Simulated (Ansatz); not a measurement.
Task: a ladder of methods at one geometry of H4NO2Si, SMILES [NH][SiH](O)O, with the Ansatz DFT code, driven from Python. Give the script and its output. Level of theory (for the species named): MP2, cc-pVDZ basis, multiplicity 2. The script varies method: mp2, ccsd, ccsd_t.

`h4no2si.xyz`
```text
8

N     0.37280    1.10650   -0.51200
Si   -0.09590   -0.18530    0.50560
O     1.26580   -1.05210    0.41260
O    -1.20850   -0.88240   -0.37820
H    -0.44660    1.81630   -0.49620
H    -0.48810    0.23400    1.86740
H     1.92470   -0.59350   -0.18010
H    -1.23190   -0.50070   -1.27490
```

Script `h4no2si.py`:
```python
'''One geometry of H4NO2Si, method by method.'''

import ansatz as az


def main() -> None:
    system = az.Crystal.molecule_from_extxyz('h4no2si.xyz')

    calc = system.calculation().basis(gaussian='cc-pVDZ').spin('collinear', total=1)

    methods = ['mp2', 'ccsd', 'ccsd_t']
    reports = [calc.correlation(m).run().report for m in methods]
    print(f'Hartree-Fock reference {reports[0]["reference_energy_ev"] / 27.211386246:.6f} Ha')
    best = reports[-1]['free_energy_ev'] - reports[-1]['reference_energy_ev']
    for method, each in zip(methods, reports):
        gained = each['free_energy_ev'] - each['reference_energy_ev']
        print(f'{method:8s} total {each["free_energy_ev"] / 27.211386246:.6f} Ha  correlation {gained:9.4f} eV  ({100 * gained / best:.1f} % of the last)')


if __name__ == '__main__':
    main()
```

Output of `python h4no2si.py`:
```text
Hartree-Fock reference -495.478376 Ha
mp2      total -496.081606 Ha  correlation  -16.4147 eV  (92.6 % of the last)
ccsd     total -496.115821 Ha  correlation  -17.3458 eV  (97.9 % of the last)
ccsd_t   total -496.129571 Ha  correlation  -17.7199 eV  (100.0 % of the last)
```

The settings weren't tested for convergence. The geometry is a force-field or estimated start, not a minimum of this method, and the basis set is short of its limit. A lower total doesn't mark the better method: functionals have no common bound, and MP2 and coupled cluster aren't variational. The species is open-shell (spin multiplicity 2). Inner cores stay frozen, so this is valence correlation. For Al to Cl the sets with a tight d function, cc-pV(X+d)Z, are usual. Finished in 33 s on 1 thread of Intel(R) Xeon(R) 6975P-C (Granite Rapids), on a shared host, peak memory 0.54 GiB.
